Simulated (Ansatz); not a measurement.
Predict the output of the script below (Ansatz 0.2.0, Python API).

The script, `sras2ru2_edit.py`:
```python
import ansatz as az

XC = "PBEsol"
ECUT = 450
KGRID = (9, 9, 9)
SMEARING = "Fermi-Dirac"
SMEARING_WIDTH = 0.1

crystal = (
    az.Lattice.of([-2.087405, 2.087405, 5.700482], [2.087405, -2.087405, 5.700482], [2.087405, 2.087405, -5.700482])
    .atom("Sr", [0.0, 0.0, 0.0])
    .atom("As", [0.643222, 0.643222, 0.0])
    .atom("As", [0.356778, 0.356778, 0.0])
    .atom("Ru", [0.25, 0.75, 0.5])
    .atom("Ru", [0.75, 0.25, 0.5])
)

base = crystal.calculation()
base = base.functional(XC)
base = base.pseudopotentials("paw")
base = base.basis(ECUT).kpoints(*KGRID)
base = base.occupations(SMEARING, width=SMEARING_WIDTH).band_table()
typed = base.input()
rows = []
for value in [0.0001, 1e-06, 1e-08]:
    edited = typed.set(az.key.scf.convergence.dr2_threshold, value)
    report = az.Session.from_dict(edited).plan().execute().report
    rows.append((value, report["free_energy_ev"], report["n_iterations"], len(report["eigenvalues_ev"][0]) if "eigenvalues_ev" in report else 0))
lines = [",".join(["threshold eV", "F eV", "iterations", "bands listed"])] + [",".join(f"{v:.4f}" if isinstance(v, float) else str(v) for v in row) for row in rows]
print("\n".join(lines))
with open("edit.csv", "w") as handle:
    handle.write("\n".join(lines) + "\n")
print(edited.to_yaml())
```

```console
$ python sras2ru2_edit.py
threshold eV,F eV,iterations,bands listed
0.0001,-24754.6134,6,44
0.0000,-24754.6134,9,44
0.0000,-24754.6134,10,44
crystal:
  lattice:
    - [-2.087405, 2.087405, 5.700482]
    - [2.087405, -2.087405, 5.700482]
    - [2.087405, 2.087405, -5.700482]
  atoms:
    - { symbol: Sr, position: [0.0, 0.0, 0.0] }
    - { symbol: As, position: [0.643222, 0.643222, 0.0] }
    - { symbol: As, position: [0.356778, 0.356778, 0.0] }
    - { symbol: Ru, position: [0.25, 0.75, 0.5] }
    - { symbol: Ru, position: [0.75, 0.25, 0.5] }
basis:
  ecutwfc: 450.0
kpoints:
  mp_grid:
    grid: [9, 9, 9]
hamiltonian:
  xc: pbesol
  pseudopotentials:
    kind: paw
scf:
  occupations:
    method: fermi_dirac
    width: 0.1
  convergence:
    dr2_threshold: 1.0e-08
output:
  eigenvalues: true
```

What to keep in mind:
- Total energies depend on the potentials; only differences at equal settings carry meaning. A total without «per atom» is that of the whole cell that was run.
- The run is spin-unpolarised.
- This cell is a computed structure, which may not be the phase found in nature.
- Timing: 56 s on 1 thread of Arm Neoverse V1, on a shared host, peak memory 0.59 GiB.
